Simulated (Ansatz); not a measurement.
Working through vertical spin-state energies of CH₅Al₂F, SMILES [CH3][AlH][AlH][F]

Computed with Ansatz's Python interface.

Contents of `ch5al2f.xyz`:
```text
9

C    -0.07100    0.81200   -1.48090
Al   -0.46230   -0.68530   -0.27780
Al    0.39960   -0.63520    2.02920
F     1.45300    0.79570    2.61020
H    -0.58720    0.65330   -2.49590
H    -0.55400    1.79320   -1.05280
H     1.00100    0.99170   -1.61890
H    -1.26040   -1.92180   -0.79840
H     0.16960   -1.84990    3.06820
```

Run as a notebook:

```python
import ansatz as az
```

```python
molecule = az.Crystal.molecule_from_extxyz("ch5al2f.xyz")
```

```python
model = (
    molecule.calculation()
    .basis(gaussian="def2-SVP")
    .functional("pbe")
)
found = {}
for unpaired in [0, 2]:
    r = model.spin("collinear", total=unpaired).run(threads=1).report
    s = unpaired / 2
    found[unpaired] = r["free_energy_ev"]
    print(f"2S+1 = {unpaired + 1}: E = {found[unpaired]:.5f} eV, <S^2> = {abs(r['mean_field']['state']['spin_squared']):.3f} (pure state {s * (s + 1):.2f})")
lowest = min(found, key=found.get)
for unpaired, e in found.items():
    print(f"multiplicity {unpaired + 1}: {(e - found[lowest]):.3f} eV above the lowest")
```

    2S+1 = 1: E = -17011.07768 eV, <S^2> = 0.000 (pure state 0.00)
    2S+1 = 3: E = -17009.04394 eV, <S^2> = 2.002 (pure state 2.00)
    multiplicity 1: 0.000 eV above the lowest
    multiplicity 3: 2.034 eV above the lowest

In order: multiplicity 1 (+0.00 eV) and multiplicity 3 (+2.03 eV), all at the one geometry.

Total energies depend on the basis set; only differences at equal settings carry meaning. The geometry is a force-field or estimated start, not a minimum of this method, and the basis set is short of its limit. All parts are taken at fixed geometry, without zero-point energy. The whole script took 8.6 s on 1 thread of Arm Neoverse V1, on a shared host, peak memory 0.18 GiB.
